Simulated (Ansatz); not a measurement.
# TbO: the cost of one run

Method: DFT PBE, scalar-relativistic, plane waves, PAW; 4f electrons in the core of a trivalent norm-conserving potential, in Ansatz 0.2.0.

## 1. The starting structure

The structure is orthorhombic, space group Cmcm (No. 63). Conventional cell: a = 4.400 Å, b = 10.288 Å, c = 3.761 Å, α = 90.00°, β = 90.00°, γ = 90.00°. Around Tb (site symmetry m2m) lie 7 O at 2.98 to 3.07 Å and 2 Tb at 3.41 Å. O (site symmetry m2m) has 2 O at 2.36 Å and 7 Tb at 2.98 to 3.07 Å in its first shell of neighbours.

Structure file:

```
Tb O
1.0
     2.19981   -5.14416    0.00000
     2.19981    5.14416    0.00000
     0.00000    0.00000    3.76137
Tb O
2 2
Direct
  0.13826 0.86174 0.75000
  0.86174 0.13826 0.25000
  0.43065 0.56935 0.75000
  0.56935 0.43065 0.25000
```

A structure generator made this guess: species swapped into a database cell of YbSi (Cmcm, No. 63), with Tb on the Yb sites and O on the Si sites. The dimensions are guesses.

## 2. The guess as it stands, on a coarse mesh

input.yaml

```yaml
crystal:
  lattice:
    - [2.19981456, -5.14416204, 0.0]
    - [2.19981456, 5.14416204, 0.0]
    - [0.0, 0.0, 3.7613652]
  atoms:
    - { symbol: Tb, position: [0.13826001, 0.86173999, 0.75] }
    - { symbol: Tb, position: [0.86173999, 0.13826001, 0.25] }
    - { symbol: O, position: [0.43065101, 0.56934899, 0.75] }
    - { symbol: O, position: [0.56934899, 0.43065101, 0.25] }
basis:
  ecutwfc: 690
kpoints:
  mp_grid: { grid: [4, 4, 4] }
hamiltonian:
  xc: pbe
  pseudopotentials:
    kind: paw
    azcp: { Tb: "pseudopotentials/pbe/nc/lanthanide_3plus/Tb.nc.azcp" }
scf:
  occupations: { method: gaussian, width: 0.1 }
  lower_state_search: "off"
output:
  forces: true
  stress: true
  eigenvalues: true
```

Command:

```sh
> ansatz run input.yaml --threads 1 --pin off --max-ram 2560MiB --backend cpu --events-out ev --progress --plain --runs-dir out
```

**Question.** How long does this run take on 1 thread of Arm Neoverse V1, shared host, and how much memory does it need?

About 6.7 s, with a peak of 0.36 GiB.
